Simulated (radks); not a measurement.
**Mo⁸⁺ in [Ar] 3d10 4s2 4p4: an all-electron calculation**

An exercise on one series of results from a longer session: the logs are not shown, and one member is left open.

The numbers are computed with radks (a radial shooting solver on a logarithmic mesh, Libxc functionals) version 1 (scalar-relativistic Kohn-Sham, MS2 meta-GGA, spin-polarised, spherical densities, finite nucleus; open shells are filled with parallel spins first), except any that are marked as measured or tabulated.

## What is computed

```
element            : molybdenum (Z = 42)
charge             : +8
electrons          : 34
configuration      : [Ar] 3d10 4s2 4p4
nuclear rms radius : 4.4091 fm
```

The outer shells:

Mo⁸⁺
```
[Ar] core
3d [↑↓][↑↓][↑↓][↑↓][↑↓]
4s [↑↓]
4p [↑↓][↑ ][↑ ]
```

The first run:

Input:

```text
Z 42
configuration [Ar] 3d10 4s2 4p4
relativity scalar-relativistic
functional ms2,regtpss
spin polarised
nucleus finite rms 4.4091 fm
c 137.035999084
```

One of the session's tables, all rows but one given; the rest of the session is left out.

It belongs to the step «Shells». Radial moments (bohr):

| level | <r> | outermost maximum (interpolated) | 90 % within | nodes |
| --- | --- | --- | --- | --- |
| 1s up | 0.03515 | 0.0229 | 0.0630 | 0 |
| 1s down | 0.03515 | 0.0229 | 0.0630 | 0 |
| 2s up | 0.1534 | 0.129 | 0.237 | 1 |
| 2s down | 0.1534 | 0.129 | 0.237 | 1 |
| 2p up | 0.1339 | 0.104 | 0.218 | 0 |
| 2p down | 0.1339 | 0.104 | 0.218 | 0 |
| 3s up | 0.4263 | 0.382 | 0.629 | 2 |
| 3s down | ? | ? | ? | ? |
| 3p up | 0.4285 | 0.376 | 0.646 | 1 |
| 3p down | 0.4284 | 0.377 | 0.646 | 1 |
| 3d up | 0.4127 | 0.322 | 0.658 | 0 |
| 3d down | 0.4122 | 0.322 | 0.657 | 0 |
| 4s up | 1.036 | 0.961 | 1.48 | 3 |
| 4s down | 1.036 | 0.957 | 1.48 | 3 |
| 4p up | 1.104 | 1.02 | 1.59 | 2 |
| 4p down | 1.108 | 1.02 | 1.60 | 2 |

Q: Estimate the row for 3s down from the others.

As computed: <r>: 0.4264; outermost maximum (interpolated): 0.383; 90 % within: 0.629; nodes: 2. In the column «<r>» it lies between 3s up (0.4263) and 3p down (0.4284).

To keep in mind: Open shells are spherical and high-spin; term and fine-structure splittings are not resolved.
